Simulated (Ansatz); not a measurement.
# Ta4O: tests of the settings

The task, for Ta4O: see how the occupation rule and width moves the results.

Method: DFT PBE, scalar-relativistic, plane waves, PAW, in Ansatz 0.2.0.

1 further run of the same task is left out (set aside as unsound or not needed).

**1. The system as given**

It takes space group P4/mmm (No. 123, tetragonal). Conventional cell: a = 3.257 Å, b = 3.257 Å, c = 7.409 Å, α = 90.00°, β = 90.00°, γ = 90.00°. Ta (site symmetry 4/mmm) has 4 O at 2.30 Å as nearest neighbours. Ta (site symmetry 4mm) has 1 O at 2.10 Å as nearest neighbours. Ta (site symmetry 4/mmm) is surrounded by 8 Ta at 2.81 Å. O (site symmetry 4/mmm) has 6 Ta at 2.10 to 2.30 Å as nearest neighbours.

Structure file:

```
Ta O
1.0
     3.25750    0.00000    0.00000
     0.00000    3.25750    0.00000
     0.00000    0.00000    7.40934
Ta O
4 1
Cartesian
  0.0000 0.0000 3.7047
  1.6287 1.6287 5.8027
  1.6287 1.6287 1.6067
  0.0000 0.0000 0.0000
  1.6287 1.6287 3.7047
```

The structure comes from the Materials Project (structure only); it is used as listed.

**2. The base input**

input.yaml

```yaml
crystal:
  lattice:
    - [3.257497, 0.0, 0.0]
    - [0.0, 3.257497, 0.0]
    - [0.0, 0.0, 7.409341]
  atoms:
    - { symbol: Ta, position: [0.0, 0.0, 0.5] }
    - { symbol: Ta, position: [0.5, 0.5, 0.783158] }
    - { symbol: Ta, position: [0.5, 0.5, 0.216842] }
    - { symbol: Ta, position: [0.0, 0.0, 0.0] }
    - { symbol: O, position: [0.5, 0.5, 0.5] }
basis:
  ecutwfc: 420
kpoints:
  mp_grid: { grid: [12, 12, 6] }
hamiltonian:
  xc: pbe
scf:
  occupations: { method: gaussian, width: 0.1 }
output:
  forces: true
  stress: true
  eigenvalues: true
  populations: true
  write_density: true
  write_potential: true
  elf: true
  volumetric_format: npy
```

Its results, from an earlier run: -8059.3651 eV/atom at zero smearing, pressure -0.83 GPa, largest force 0.057 eV/Å, no gap on the mesh, in 8 SCF cycles and 5.5 s.

**3. Occupation rule and width: Gaussian 0.01 eV**

input.yaml

```yaml
crystal:
  lattice:
    - [3.257497, 0.0, 0.0]
    - [0.0, 3.257497, 0.0]
    - [0.0, 0.0, 7.409341]
  atoms:
    - { symbol: Ta, position: [0.0, 0.0, 0.5] }
    - { symbol: Ta, position: [0.5, 0.5, 0.783158] }
    - { symbol: Ta, position: [0.5, 0.5, 0.216842] }
    - { symbol: Ta, position: [0.0, 0.0, 0.0] }
    - { symbol: O, position: [0.5, 0.5, 0.5] }
basis:
  ecutwfc: 420
kpoints:
  mp_grid: { grid: [12, 12, 6] }
hamiltonian:
  xc: pbe
scf:
  occupations: { method: gaussian, width: 0.01 }
output:
  forces: true
  stress: true
  eigenvalues: true
```

Launch:

```sh
> ansatz run input.yaml --threads 1 --pin off --max-ram 2560MiB --backend cpu --events-out ev --progress --plain --runs-dir out
```

**4. Occupation rule and width set to Gaussian 0.3 eV**

input.yaml: that of step 3 with these lines changed.

```diff
@@ -18,3 +18,3 @@
 scf:
-  occupations: { method: gaussian, width: 0.01 }
+  occupations: { method: gaussian, width: 0.3 }
 output:
```

**5. Occupation rule and width: Fermi–Dirac 0.01 eV**

input.yaml: that of step 4 with these lines changed.

```diff
@@ -18,3 +18,3 @@
 scf:
-  occupations: { method: gaussian, width: 0.3 }
+  occupations: { method: fermi_dirac, width: 0.01 }
 output:
```

**6. Occupation rule and width set to Fermi–Dirac 0.1 eV**

input.yaml: that of step 5 with these lines changed.

```diff
@@ -18,3 +18,3 @@
 scf:
-  occupations: { method: fermi_dirac, width: 0.01 }
+  occupations: { method: fermi_dirac, width: 0.1 }
 output:
```

**7. Occupation rule and width: Methfessel–Paxton 0.3 eV**

input.yaml: that of step 6 with these lines changed.

```diff
@@ -18,3 +18,3 @@
 scf:
-  occupations: { method: fermi_dirac, width: 0.1 }
+  occupations: { method: methfessel_paxton, width: 0.3 }
 output:
```

**8. Occupation rule and width: Methfessel–Paxton 0.5 eV**

input.yaml: that of step 7 with these lines changed.

```diff
@@ -18,3 +18,3 @@
 scf:
-  occupations: { method: methfessel_paxton, width: 0.3 }
+  occupations: { method: methfessel_paxton, width: 0.5 }
 output:
```

**9. Occupation rule and width: cold 0.02 eV**

input.yaml: that of step 8 with these lines changed.

```diff
@@ -18,3 +18,3 @@
 scf:
-  occupations: { method: methfessel_paxton, width: 0.5 }
+  occupations: { method: cold, width: 0.02 }
 output:
```

**10. Occupation rule and width: cold 0.1 eV**

input.yaml: that of step 9 with these lines changed.

```diff
@@ -18,3 +18,3 @@
 scf:
-  occupations: { method: cold, width: 0.02 }
+  occupations: { method: cold, width: 0.1 }
 output:
```

**11. Occupation rule and width: cold 0.2 eV**

input.yaml: that of step 10 with these lines changed.

```diff
@@ -18,3 +18,3 @@
 scf:
-  occupations: { method: cold, width: 0.1 }
+  occupations: { method: cold, width: 0.2 }
 output:
```

**12. Occupation rule and width: cold 0.3 eV**

input.yaml: that of step 11 with these lines changed.

```diff
@@ -18,3 +18,3 @@
 scf:
-  occupations: { method: cold, width: 0.2 }
+  occupations: { method: cold, width: 0.3 }
 output:
```

**13. Occupation rule and width set to cold 0.5 eV**

input.yaml: that of step 12 with these lines changed.

```diff
@@ -18,3 +18,3 @@
 scf:
-  occupations: { method: cold, width: 0.3 }
+  occupations: { method: cold, width: 0.5 }
 output:
```

**14. Occupation rule and width set to tetrahedron**

input.yaml: that of step 13 with these lines changed.

```diff
@@ -18,3 +18,3 @@
 scf:
-  occupations: { method: cold, width: 0.5 }
+  occupations: { method: tetrahedron }
 output:
```

(Steps that only read results are left out.)

What results come out of these runs, taken together? Wanted: largest energy shift, occupation rule and width.

As calculated:

```
                                       quantity                          value
largest energy shift, occupation rule and width  0.92 meV/atom at Gaussian 0.3
```

Smearing shifts the free energy by as much as 9.34 meV/atom (cold 0.5); extrapolating to zero width leaves 0.92 at most. For the widths that shift F most, the extrapolation takes out most of the shift. In a metal, forces and stress under tetrahedra need not match the slope of their energy. The runs treat Ta without spin-orbit coupling.
